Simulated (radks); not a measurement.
# Nuclear size and the levels of Ca⁺

One table from this session's results is given with a row withheld; the runs are named, their logs left out.

Method: Dirac Kohn-Sham, exchange-only LDA, spin-unpolarised, spherical densities, finite nucleus. Code: radks (a radial shooting solver on a logarithmic mesh, Libxc functionals) version 1.

## What is computed

| Quantity | Value |
| --- | --- |
| element | calcium (Z = 20) |
| charge | +1 |
| electrons | 19 |
| configuration | [Ar] 4s1 |
| nuclear rms radius | 3.4776 fm |

Outer shells as boxes (Hund's rule):

Ca⁺
```
[Ar] core
4s [↑ ]
```

Set-up of the first run:

Settings of this run:

```text
Z 20
configuration [Ar] 4s1 3d0 4p0
relativity Dirac
functional lda,
spin unpolarised
j_filling average
nucleus finite rms 3.4776 fm
c 137.035999084
```

Among the steps run: rms radius 3.4776 fm.

One of the session's tables, all rows but one given; the rest of the session is left out.

It belongs to the step «rms radius 3.4776 fm». From the orbitals of this run (lengths in bohr):

```
level    <r>  outermost maximum (interpolated)  90 % within  nodes
3s1/2  1.159                             0.993         1.74      2
3p1/2  1.268                              1.04         1.96      1
3p3/2  1.276                              1.05         1.98      1
4s1/2  3.641                              3.15         5.38      3
3d3/2  2.043                              1.27         3.61      0
3d5/2  2.047                              1.27         3.62      0
4p1/2  4.504                              3.88         6.69      2
4p3/2      ?                                 ?            ?      ?
```

**Question.** Estimate the row for 4p3/2.

The run gave: <r>: 4.524; outermost maximum (interpolated): 3.90; 90 % within: 6.72; nodes: 2. In the column «<r>» it is the highest.
